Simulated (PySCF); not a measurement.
The system is BBrH2, in a box.

```
B Br H
1.0
    12.00000    0.00000    0.00000
     0.00000   11.00000    0.00000
     0.00000    0.00000   11.00000
B Br H
1 1 2
Direct
  0.47330 0.49154 0.49951
  0.60864 0.45623 0.58021
  0.39353 0.43315 0.52575
  0.47367 0.57067 0.42597
```

Program: PySCF 2.14.0. Alike in all runs: task atomic charges; potentials or basis def2-svp (all-electron); no spin polarisation; cell as given; k mesh 1 × 1 × 1; smearing fixed.

**Question.** Order these runs on this cell by their band gap on the k mesh, lowest first.
A. level HCTH407+D3; three-body dispersion term no
B. level CAM-B3LYP+D3; three-body dispersion term no; exxdiv ewald
C. level WC

**Answer.** C (3.90 eV), A (4.08 eV), B (8.74 eV).

Caveats: this is a molecule in a periodic box at the Γ point, so its band gap is the HOMO-LUMO gap; relativity is left out, which matters for the heavier elements; the basis of atomic orbitals isn't converged, which shifts pressures, moduli and gaps.

Runs at the PBE level aren't shown here.
